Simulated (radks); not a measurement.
# W²⁺ inside a hard spherical wall

An exercise on one series of results from a longer session: the logs are not shown, and one member is left open.

Method: scalar-relativistic Kohn-Sham, PBE, spin-unpolarised, spherical densities, finite nucleus. Code: radks (a radial shooting solver on a logarithmic mesh, Libxc functionals) version 1.

**Starting point**

```
element            : tungsten (Z = 74)
charge             : +2
electrons          : 72
configuration      : [Xe] 4f14 5d4
nuclear rms radius : 5.3658 fm
```

The outer shells:

W²⁺
```
[Xe] core
4f [↑↓][↑↓][↑↓][↑↓][↑↓][↑↓][↑↓]
5d [↑ ][↑ ][↑ ][↑ ][  ]
```

Set-up of the first run:

Settings of this run:

```text
Z 74
configuration [Xe] 4f14 5d4 6s0 6p0 5f0
relativity scalar-relativistic
functional pbe,pbe
spin unpolarised
nucleus finite rms 5.3658 fm
c 137.035999084
```

Among the steps run: The free atom; Wall at 20 bohr; Wall at 15 bohr; Wall at 7 bohr; Wall at 5 bohr; Wall at 4 bohr; Wall at 3 bohr; Wall at 2 bohr; Wall at 1.5 bohr.

One of the session's tables, all rows but one given; the rest of the session is left out.

```
R (bohr)  E − E(free) (eV)  ε(5d) (eV)  ε(6s, empty) (eV)  ε(6p, empty) (eV)
    free             0.000     -19.882            -19.279            -12.994
      20            -0.000     -19.882            -19.279            -12.994
      15            -0.000     -19.882            -19.279            -12.994
       7             0.011     -19.859            -19.237            -12.774
       5             0.495     -19.320            -18.174            -10.293
       4             3.007     -17.571            -14.413             -3.857
       3                 ?           ?                  ?                  ?
       2            211.22      32.029             107.19             145.96
     1.5            939.87      133.99             345.30             407.21
```

Q: Estimate the row for R (bohr) = 3 from the others.

Worked estimate for «E − E(free) (eV)». A straight line through the neighbours (4, 3.007) and (2, 211.22) gives 3.007 + (211.22 − 3.007) × (3 − 4) / (2 − 4) = 107.114; a parabola fitted to 4 rows on both sides gives -9.081.

As computed: E − E(free) (eV): 19.971; ε(5d) (eV): -10.334; ε(6s, empty) (eV): 2.760; ε(6p, empty) (eV): 20.658. In «E − E(free) (eV)» the line misses by +87.143 and the parabola by -29.052.

From R = 2 bohr inwards the highest occupied level lies above zero, pushed up by confinement. Shells are not refilled when levels cross, and a hard wall is a model, not a crystal.
